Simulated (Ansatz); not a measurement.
# TiH+ (quintet): wave-function methods side by side, def2-QZVPP

The task here is to estimate one member of a computed series from the others.

Method: def2-QZVPP, core rule «outside noble gas», up to 9 orbitals frozen; program: Ansatz 0.2.0, Gaussian basis.

To be run: UHF; ROHF; CCSD(T) on UHF.

**The geometry**

The geometry is a PBE0/def2-TZVP stationary point (not a proven minimum) of the parent state, kept for this charge and spin.

2 atoms, charge 1, spin multiplicity 5.

Atoms are counted from 1 here; the program's logs count them from 0.

Bond lengths: Ti1–H2 1.754 Å.

Set-up of the first run:

Contents of in.yaml:

```yaml
crystal:
  periodic: [false, false, false]
  atoms:
    - {symbol: Ti, position_ang: [0.000000, 0.000000, 0.000000]}
    - {symbol: H, position_ang: [0.000000, 0.000000, 1.753968]}
basis:
  gaussian: {orbitals: "def2-QZVPP.json"}
total_charge: 1
magnetization: {spin_polarized: true, initial_magnetization: 4}
hamiltonian: {xc: hf}
output: {orbitals: {seedname: orbitals}}
```

Run with:

```console
> ansatz run in.yaml --threads 1 --pin off --events-out ev --progress --plain --max-ram 4096MiB --backend cpu
```

Steps of the session up to this table: UHF; ROHF; CCSD(T) on UHF.

One of the session's tables, all rows but one given; the rest of the session is left out.

It belongs to the step «Misses and costs». 

| method | from UCCSD(T) (kcal/mol) |
| --- | --- |
| ROHF | +24.67 |
| UHF | +22.00 |
| UMP2 | ? |
| UCCSD | +0.34 |
| UCCSD(T) | 0 |

**Question.** Estimate the row for UMP2.

As computed: from UCCSD(T) (kcal/mol): +4.81. In the column «from UCCSD(T) (kcal/mol)» it lies between UCCSD (+0.34) and UHF (+22.00).
